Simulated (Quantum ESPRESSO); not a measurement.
K2B2P:

```
K B P
1.0
    -2.21990    2.88958    4.47300
     2.21990   -2.88958    4.47300
     2.21990    2.88958   -4.47300
K B P
2 2 1
Direct
  0.69995 0.19995 0.50000
  0.30005 0.80005 0.50000
  0.73034 0.50000 0.23034
  0.26966 0.50000 0.76966
  0.00000 0.00000 0.00000
```

The cell was built by a generator and needn't be a form met in nature.

Base run:

| Quantity | Value |
| --- | --- |
| Program | Quantum ESPRESSO 7.5 |
| Functional | PBE |
| Potentials or basis | SSSP 1.3 efficiency PBE |
| Cutoff | 816 eV |
| Density cutoff | 6531 eV |
| k mesh | 8 × 8 × 8 |
| Occupations | fermi-dirac, width 0.05 eV |
| Spin | no spin polarisation |

Its results: band gap on the k mesh none (metal or under the smearing width); pressure -4.4 GPa; largest force 0.245 eV/Å.

Problem. The run is repeated on the same cell with these changes: functional from PBE to revPBE; occupations from fermi-dirac, width 0.05 eV to fermi-dirac, width 0.2 eV. What comes out?

Solution. Band gap on the k mesh none (metal or under the smearing width); pressure -3.2 GPa; largest force 0.273 eV/Å.

Caveats: the potentials were made for another functional, which shifts forces and pressure (some runs); some levels on the path didn't converge (some runs).
